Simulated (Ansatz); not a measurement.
# BH2Se radical (SMILES B[Se]): molecular dynamics

Aim: follow the atoms for 80 steps of 1.0 fs with a Langevin thermostat, with velocities drawn for 100 K.

Program: Ansatz 0.2.0, Gaussian basis. Level of theory: Hartree-Fock/def2-SVP, unrestricted. These are calculated values, not measurements.

1 further run of the same task is left out (it didn't finish).

## (1) The system as given

SMILES `B[Se]`, 4 atoms, charge 0, spin multiplicity 2.

Atoms are counted from 1 here; the program's logs count them from 0.

Bond lengths: B1–Se2 1.829 Å, B1–H3 1.171 Å, B1–H4 1.171 Å. Angles: Se2–B1–H3 120.5°, Se2–B1–H4 120.5°, H3–B1–H4 118.9°.

As a file:

```xyz
4
charge 0, multiplicity 2
B    -0.1388    0.0303   -0.0728
Se    1.4551   -0.3268    0.7500
H    -1.0933   -0.5999    0.1797
H    -0.2230    0.8964   -0.8569
```

## (2) Dynamics

The input, md/in.yaml:

```yaml
crystal:
  periodic: [false, false, false]
  atoms:
    - {symbol: B, position_ang: [-0.138810, 0.030280, -0.072850]}
    - {symbol: Se, position_ang: [1.455100, -0.326770, 0.750030]}
    - {symbol: H, position_ang: [-1.093310, -0.599930, 0.179720]}
    - {symbol: H, position_ang: [-0.222970, 0.896430, -0.856900]}
basis:
  gaussian: {orbitals: def2-SVP}
magnetization: {spin_polarized: true, initial_magnetization: 1}
hamiltonian: {xc: hf}
md: {n_steps: 80, timestep: 1.0, temperature: 100, ensemble: nvt_langevin, seed: 747, friction: 0.002, initial_velocities: maxwell_boltzmann}
```

On the command line:

```
$ ansatz run in.yaml --threads 2 --pin off --events-out ev --progress --plain --max-ram 3481MiB
```

Before running it: what results should come out? Wanted: temperature at the start; mean temperature, second half; lowest and highest potential energy, from the first frame; largest change of potential + kinetic.

**Answer**, as computed:

```
                                                 quantity              value
                                                   length  80 steps, 80.0 fs
                                 temperature at the start               75 K
                            mean temperature, second half              108 K
lowest and highest potential energy, from the first frame      -70 and 8 meV
                    largest change of potential + kinetic           17.9 meV
```

In words: The thermostat trades energy with the molecule, so the sum of potential and kinetic energy isn't conserved: it changes by -18 meV over the run. With 4 atoms the instant temperature spans 61 to 194 K. No bond breaks or forms, judged by distance. Under Langevin the temperature counts 3N degrees of freedom, more than the drawn velocities fill, so it starts at 75 K, not 100 K.
